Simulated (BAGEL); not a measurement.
# AlF3 (SMILES F[Al](F)F): FCI/STO-3G (density fitting with cc-pvqz-jkfit)

Aim: the energy change on altering one bond length of AlF3 at FCI/STO-3G (density fitting with cc-pvqz-jkfit), from 2 runs. 

The results are computed with BAGEL 1.2.2.

2 further runs of the same task are left out: 1 that didn't finish, 1 set aside as unsound or not needed.

### Step 1. The system as given

The species is AlF3 (4 atoms), meant as a singlet with charge 0. SMILES: `F[Al](F)F`. The coordinates come from a PBE0-D4/def2-TZVP relaxation.

Bond lengths: F1–Al2 1.629 Å, Al2–F3 1.629 Å, Al2–F4 1.629 Å. Angles: F1–Al2–F3 120.0°, F1–Al2–F4 120.0°, F3–Al2–F4 120.0°.

### Step 2. A single-point energy at FCI/STO-3G (density fitting with cc-pvqz-jkfit)

The input, job.json:

```json
{ "bagel" : [

{
  "title" : "molecule",
  "basis" : "sto-3g",
  "df_basis" : "cc-pvqz-jkfit",
  "angstrom" : true,
  "geometry" : [
    { "atom" : "F", "xyz" : [       0.859410,      -0.722590,       1.180170 ] },
    { "atom" : "Al", "xyz" : [       0.000000,      -0.000010,       0.000000 ] },
    { "atom" : "F", "xyz" : [      -1.440740,      -0.612530,      -0.450110 ] },
    { "atom" : "F", "xyz" : [       0.581330,       1.335130,      -0.730040 ] }
  ]
},

{
  "title" : "hf"
},

{
  "title" : "fci",
  "nstate" : 1,
  "ncore" : 8
}

]}
```

The run is started by

```console
$ BAGEL_NUM_THREADS=1 BAGEL job.json > job.out
```

What it wrote:

```text
* using 1 threads per process

  ===============================================================
  ===============================================================

  *** Geometry ***

  { "atom" : "F", "xyz" : [      1.624050,     -1.365497,      2.230198 ] },
  { "atom" : "Al", "xyz" : [      0.000000,     -0.000019,      0.000000 ] },
  { "atom" : "F", "xyz" : [     -2.722604,     -1.157514,     -0.850585 ] },
  { "atom" : "F", "xyz" : [      1.098554,      2.523030,     -1.379576 ] },

  Number of auxiliary basis functions:      466

  Since a DF basis is specified, we compute 2- and 3-index integrals:
    o Being stored without compression. Storage requirement is 0.002 GB

  Number of basis functions:       24
  Number of electrons      :       40

    * METHOD: MOLECULE                             0.09

  *** RHF ***

  === Nuclear Repulsion ===
   159.6005261539

      * DIIS with orbital gradients will be used.

  === RHF iteration (sto-3g) ===
      0       -533.12304342          0.02389531           0.01
      1       -533.24513802          0.00406532           0.01
      2       -533.24779673          0.00068179           0.01
      3       -533.24796302          0.00014628           0.01
      4       -533.24797136          0.00002746           0.01
      5       -533.24797162          0.00000329           0.01
      6       -533.24797162          0.00000047           0.01
      7       -533.24797162          0.00000003           0.01
      8       -533.24797162          0.00000001           0.01
    * SCF iteration converged.

    * Permanent dipole moment:
           (    0.000003,     0.000040,     0.000017) a.u.

    * METHOD: HF                                   0.10

  ---------------------------
        FCI calculation
  ---------------------------

  Performs exactly the same way as Knowles & Handy 1984 CPL

  o alpha-beta strings
      length:          3640
  o size of the space
      determinant space:  3312400
      spin-adapted space: 866320

  o single displacement lists (alpha)
      length:        109200
  o single displacement lists (beta)
      length:        109200

     guess   0:   closed 111111111111....     open ................

  === FCI iteration ===

      0  0      -533.24797162     2.12e-04      9.67
      1  0      -533.32056892     1.09e-04      9.59
      2  0      -533.33551039     5.26e-05      9.58
      3  0      -533.33799197     2.84e-05      9.75
      4  0      -533.33867118     1.43e-05      9.76
      5  0      -533.33880356     6.71e-06      9.70
      6  0      -533.33883225     3.51e-06      9.74
      7  0      -533.33883931     1.60e-06      9.80
      8  0      -533.33884062     6.96e-07      9.80
      9  0      -533.33884087     3.30e-07      9.78
     10  0      -533.33884094     1.36e-07      9.87
     11  0      -533.33884094     6.69e-08      9.83
     12  0      -533.33884095     3.22e-08      9.79
     13  0      -533.33884095     1.46e-08      9.80
     14  0      -533.33884095     6.32e-09      9.83
     15  0      -533.33884095     2.79e-09      9.82
     16  0      -533.33884095     1.19e-09      9.45
     17  0      -533.33884095     5.13e-10      9.65
     18  0      -533.33884095     2.38e-10      9.66
     19  0      -533.33884095     1.03e-10      9.64
    ** throwing out 1 trial vectors **
     20  0 *    -533.33884095     4.64e-11      9.03

     * ci vector, state   0, <S^2> = -0.0000
       222222222222....    -0.9640132530
       222222a22222b...    -0.0559662150
       222222b22222a...    -0.0559662150

    * METHOD: FCI                                206.15

  ===============================================================
```

Run time: 3.4 min. Hardware: 1 thread of Intel Xeon 6975P-C (Granite Rapids), shared host; peak memory 7.9 GiB.

### Step 3. The distorted shape at the same level

The input, fci.json:

```json
{ "bagel" : [

{
  "title" : "molecule",
  "basis" : "sto-3g",
  "df_basis" : "cc-pvqz-jkfit",
  "angstrom" : true,
  "geometry" : [
    { "atom" : "F", "xyz" : [       1.579744,      -0.416345,       1.405214 ] },
    { "atom" : "Al", "xyz" : [       0.720334,       0.306235,       0.225044 ] },
    { "atom" : "F", "xyz" : [      -1.440740,      -0.612530,      -0.450110 ] },
    { "atom" : "F", "xyz" : [       1.301664,       1.641375,      -0.504996 ] }
  ]
},

{
  "title" : "hf"
},

{
  "title" : "fci",
  "nstate" : 1,
  "ncore" : 8
}

]}
```

The run is started by

```console
$ BAGEL_NUM_THREADS=1 BAGEL fci.json > fci.out
```

What it wrote:

```text
* using 1 threads per process

  ===============================================================
  ===============================================================

  *** Geometry ***

  { "atom" : "F", "xyz" : [      2.985284,     -0.786778,      2.655470 ] },
  { "atom" : "Al", "xyz" : [      1.361234,      0.578700,      0.425272 ] },
  { "atom" : "F", "xyz" : [     -2.722604,     -1.157514,     -0.850585 ] },
  { "atom" : "F", "xyz" : [      2.459788,      3.101749,     -0.954304 ] },

  Number of auxiliary basis functions:      466

  Since a DF basis is specified, we compute 2- and 3-index integrals:
    o Being stored without compression. Storage requirement is 0.002 GB

  Number of basis functions:       24
  Number of electrons      :       40

    * METHOD: MOLECULE                             0.09

  *** RHF ***

  === Nuclear Repulsion ===
   140.6945857669

      * DIIS with orbital gradients will be used.

  === RHF iteration (sto-3g) ===
      0       -532.80502794          0.02681582           0.01
      1       -532.99799275          0.01498658           0.01
      2       -533.04344684          0.00199061           0.01
      3       -533.04458218          0.00050726           0.01
      4       -533.04467176          0.00007157           0.01
      5       -533.04467349          0.00001381           0.01
      6       -533.04467356          0.00000417           0.01
      7       -533.04467357          0.00000080           0.01
      8       -533.04467357          0.00000013           0.01
      9       -533.04467357          0.00000004           0.01
     10       -533.04467357          0.00000001           0.01
     11       -533.04467357          0.00000000           0.01
    * SCF iteration converged.

    * Permanent dipole moment:
           (   -0.510513,    -0.217009,    -0.159477) a.u.

    * METHOD: HF                                   0.13

  ---------------------------
        FCI calculation
  ---------------------------

  Performs exactly the same way as Knowles & Handy 1984 CPL

  o alpha-beta strings
      length:          3640
  o size of the space
      determinant space:  3312400
      spin-adapted space: 866320

  o single displacement lists (alpha)
      length:        109200
  o single displacement lists (beta)
      length:        109200

     guess   0:   closed 111111111111....     open ................

  === FCI iteration ===

      0  0      -533.04467357     2.20e-04      9.96
      1  0      -533.16680178     1.27e-04      9.85
      2  0      -533.19469445     6.93e-05      9.75
      3  0      -533.20108040     4.27e-05     10.83
      4  0      -533.20273343     1.90e-05     10.22
      5  0      -533.20308200     1.06e-05      9.99
      6  0      -533.20319694     5.24e-06      9.79
      7  0      -533.20321982     2.75e-06      9.80
      8  0      -533.20322636     1.46e-06      9.69
      9  0      -533.20322802     7.13e-07      9.68
     10  0      -533.20322849     3.73e-07      9.72
     11  0      -533.20322863     2.41e-07      9.72
     12  0      -533.20322870     1.56e-07      9.68
     13  0      -533.20322872     9.33e-08      9.76
     14  0      -533.20322873     5.16e-08     10.10
     15  0      -533.20322873     2.73e-08     10.73
     16  0      -533.20322873     1.39e-08     10.22
     17  0      -533.20322873     7.27e-09      9.83
     18  0      -533.20322873     3.74e-09      9.85
     19  0      -533.20322873     1.90e-09      9.73
    ** throwing out 1 trial vectors **
     20  0      -533.20322873     9.94e-10      9.71
    ** throwing out 1 trial vectors **
     21  0      -533.20322873     5.10e-10      9.65
    ** throwing out 1 trial vectors **
     22  0      -533.20322873     2.53e-10      9.62
    ** throwing out 1 trial vectors **
     23  0      -533.20322873     1.23e-10      9.77
    ** throwing out 1 trial vectors **
     24  0 *    -533.20322873     5.99e-11      8.91

     * ci vector, state   0, <S^2> = -0.0000
       222222222222....    -0.8797744721
       22222222222.2...     0.3605102055
       22222222222ab...     0.1046809690
       22222222222ba...     0.1046809690
       2222b2222222.a..    -0.0515771243
       2222a2222222.b..    -0.0515771243
       22222222222.a.b.    -0.0511653427
       22222222222.b.a.    -0.0511653427

    * METHOD: FCI                                249.16

  ===============================================================
```

Run time: 4.2 min. Hardware: 1 thread of Intel Xeon 6975P-C (Granite Rapids), shared host; peak memory 7.9 GiB.

### Step 4. Outcome

At FCI/STO-3G (density fitting with cc-pvqz-jkfit), 8 core orbitals frozen:

| quantity | value |
| --- | --- |
| first shape: total energy | -533.33884 Eh |
| distorted shape: total energy | -533.20323 Eh |
| energy change with the Al2–F3 bond stretched from 1.629 to 2.443 Å | 3.690 eV |

In words: With the Al2–F3 bond stretched from 1.629 to 2.443 Å the energy rises by 3.69 eV (356 kJ/mol). The first shape isn't relaxed at this level, so the change isn't measured from a minimum. The minimal basis adds a large error of its own.
